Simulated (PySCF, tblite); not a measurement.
# C₇H₅Cl: geometry, infrared bands and NMR shifts

Wanted: the infrared bands and NMR shifts of C₇H₅Cl (`Clc1ccc2c(c1)C2`), by calculation.

Programs: tblite 0.8.0 and PySCF 2.14.0, with density-fitted response routines of our own. Each step states its level of theory. These are calculated values for one molecule in the gas phase, unless marked as measured. Atoms count from 0, in the outputs and in this text.

### Step 1. The molecule as given

13 atoms, charge 0, multiplicity 1; geometry from: force field or distance geometry start.

Bonds of the start (Å): Cl0–C1 1.73, C1–C2 1.38, C2–C3 1.44, C3–C4 1.37, C4–C5 1.39, C5–C6 1.37, C5–C7 1.36, C6–C1 1.37, C7–C4 1.53, C2–H8 1.08, C3–H9 1.09, C6–H10 1.08, C7–H11 1.09, C7–H12 1.10.

### Step 2. Relaxing the molecule with GFN2-xTB

What the job is given:

```
{"job": {"kind": "relax", "xc": "GFN2-xTB", "basis": "xTB"}, "charge": 0, "multiplicity": 1}
Cl     3.094300    -1.264100     0.066700
C      1.533300    -0.518100     0.027700
C      1.421100     0.859100     0.095800
C      0.118200     1.472700     0.058100
C     -1.085700     0.814600    -0.002500
C     -0.753100    -0.534500    -0.057600
C      0.398100    -1.278500    -0.045100
C     -2.097900    -0.328200    -0.096500
H      2.297800     1.493200     0.156500
H      0.086100     2.555700     0.117200
H      0.392400    -2.362100    -0.089900
H     -2.667700    -0.418100    -1.024900
H     -2.741100    -0.491400     0.776800
```

Launch:

```bash
OMP_NUM_THREADS=1 python probes_run.py task.json out
```

The driver reads the jobs from task.json and runs them one after another.

**Question.** This job is followed by: GFN2-xTB harmonic vibrations, gas phase; GIAO PBE0/pcSseg-1 NMR shielding, non-relativistic, gas phase. What will the session give for the following? strongest single infrared mode (GFN2-xTB); zero-point energy (GFN2-xTB); ¹³C shifts against TMS (PBE0/pcSseg-1); ¹H shifts against TMS (PBE0/pcSseg-1, means over atoms taken as alike); ³⁵Cl shifts against HCl (PBE0/pcSseg-1).

The runs gave:

| quantity | value |
| --- | --- |
| strongest single infrared mode (GFN2-xTB) | 3021 cm⁻¹, 52 km/mol |
| zero-point energy (GFN2-xTB) | 58.0 kcal/mol |
| ¹³C shifts against TMS (PBE0/pcSseg-1) | 145.1, 136.2, 134.7, 131.5, 120.7, 120.6, 24.9 ppm |
| ¹H shifts against TMS (PBE0/pcSseg-1, means over atoms taken as alike) | 7.46, 7.42, 7.36, 3.57 ppm |
| ³⁵Cl shifts against HCl (PBE0/pcSseg-1) | 238 ppm |

In words: Relaxing lowered the energy by 0.934 eV in 20 steps; the close pair that moved most is C5–C7, from 1.361 to 1.488 Å. All 33 modes are real, so the xTB geometry is a minimum. The strongest single mode, at 3021 cm⁻¹, moves mainly H11 and H12. GFN2-xTB is a fitted tight-binding method: band positions and strengths are rough. Its intensities can rank the bands wrongly. At PBE0/pcSseg-1: Shielding is most anisotropic at Cl0 (span 491 ppm, paramagnetic term -434 ppm). NICS(1)zz of -25 ppm above the planar ring from C1 marks a diatropic (aromatic) ring current.
